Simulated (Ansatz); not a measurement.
# TiO2 (Rutile): the cost of one run

All numbers are computed with Ansatz 0.2.0, driven from Python. Level of theory: DFT PBE, plane waves, PAW.

**1. Starting point**

The structure is tetragonal, space group P4_2/mnm (No. 136). Conventional cell: a = 4.592 Å, b = 4.592 Å, c = 2.957 Å, α = 90.00°, β = 90.00°, γ = 90.00°. Around Ti (site symmetry mmm) lie 6 O at 1.95 to 1.98 Å. O (site symmetry m2m) is surrounded by 3 Ti at 1.95 to 1.98 Å.

No structure file is read: the coordinates are typed or built in the script.

**2. The code**

Input file mass_tio2.py:

```python
"""Band curvature masses of TiO2."""

import logging
import sys
import warnings

import ansatz
import numpy as np

logging.basicConfig(stream=sys.stdout, format="[%(levelname)s] %(message)s")
logger = logging.getLogger("calc")
logger.setLevel(logging.INFO)

warnings.simplefilter("ignore", ansatz.DeckWarning)

xtal = (
    ansatz.Lattice.of((4.5922, 0.0, 0.0), (0.0, 4.5922, 0.0), (0.0, 0.0, 2.9574))
    .atom("Ti", (0.0, 0.0, 0.0))
    .atom("Ti", (0.5, 0.5, 0.5))
    .atom("O", (0.30496, 0.30496, 0.0))
    .atom("O", (0.19504, 0.80496, 0.5))
    .atom("O", (0.69504, 0.69504, 0.0))
    .atom("O", (0.80496, 0.19504, 0.5))
)

calculation = xtal.calculation().kpoints(4, 4, 6).occupations("fixed")
# step 1: where the edges lie on the mesh
out = calculation.band_table().run(threads=1)
r = out.report
levels = np.array(r["eigenvalues_ev"])
filled = round(r["n_electrons"] / 2)
edges = {"top filled band": (filled - 1, levels[:, filled - 1].argmax()), "lowest empty band": (filled, levels[:, filled].argmin())}
gap = levels[:, filled].min() - levels[:, filled - 1].max()
logger.info(f"gap on the mesh {gap:.3f} eV")
if gap <= 0.05:
    logger.info("no gap: band-edge masses have no meaning here")
    edges = {}
reciprocal = 2 * np.pi * np.linalg.inv(out.lattice.cell_ang).T
step = 0.006  # 1/A

# second differences give the curvature tensor; masses are hbar^2/m_e = 7.61996 eV A^2 over its eigenvalues
pairs = [(0, 1), (0, 2), (1, 2)]
moves = [sign * axis for axis in np.eye(3) for sign in (-1, 1)]
moves += [s1 * np.eye(3)[i] + s2 * np.eye(3)[j] for i, j in pairs for s1 in (1, -1) for s2 in (1, -1)]
for name, (band, index) in edges.items():
    together = int(np.sum(np.abs(levels[index] - levels[index, band]) < 2e-3))
    print(name, "at k =", np.round(r["kpoints_frac"][index], 4), f"E = {levels[index, band]:.4f} eV, degeneracy {together}")
    centre = np.array(r["kpoints_frac"][index]) @ reciprocal
    points = [centre] + [centre + step * move for move in moves]
    table = calculation.band_structure(points, intervals=1, cartesian=True).run(threads=1).band_structure().channels[0].eigenvalues_ev
    if together > 1:
        level = np.flatnonzero(np.abs(levels[index] - levels[index, band]) < 2e-3)
        along = (table[1, level] + table[2, level] - 2 * table[0, level]) / step ** 2
        print("  degenerate level, no single mass tensor; masses of its branches along x:", np.round(7.61996 / along, 3), "m_e")
        continue
    e = table[:, band]
    hessian = np.diag((e[1:7:2] + e[2:7:2] - 2 * e[0]) / step ** 2)
    for (i, j), (pp, pm, mp, mm) in zip(pairs, e[7:].reshape(3, 4)):
        hessian[i, j] = hessian[j, i] = (pp - pm - mp + mm) / (4 * step ** 2)
    curvatures, axes = np.linalg.eigh(hessian)
    slope = (e[2:7:2] - e[1:7:2]) / (2 * step)
    print("  slope (eV A):", np.round(slope, 3) + 0.0, "" if np.abs(slope).max() < 0.05 else "- no extremum here, so these are local curvatures and no band-edge masses")
    for curvature, axis in zip(curvatures, axes.T):
        print(f"  principal mass {7.61996 / curvature:8.3f} m_e along", np.round(axis, 2) + 0.0)
```

**3. The calls as engine input**

The package turns the script's settings into the engine's input (first run):

```yaml
crystal:
  lattice:
    - [4.5922, 0.0, 0.0]
    - [0.0, 4.5922, 0.0]
    - [0.0, 0.0, 2.9574]
  atoms:
    - { symbol: Ti, position: [0.0, 0.0, 0.0] }
    - { symbol: Ti, position: [0.5, 0.5, 0.5] }
    - { symbol: O, position: [0.30496, 0.30496, 0.0] }
    - { symbol: O, position: [0.19504, 0.80496, 0.5] }
    - { symbol: O, position: [0.69504, 0.69504, 0.0] }
    - { symbol: O, position: [0.80496, 0.19504, 0.5] }
kpoints:
  mp_grid:
    grid: [4, 4, 6]
scf:
  occupations:
    method: fixed
output:
  eigenvalues: true
```

**4. The run**

Run with:

```
python mass_tio2.py
```

**Question.** How long does this script take on 1 thread of Arm Neoverse V1, shared host, and how much memory does it need?

About 8.5 s, with a peak of 0.4 GiB.
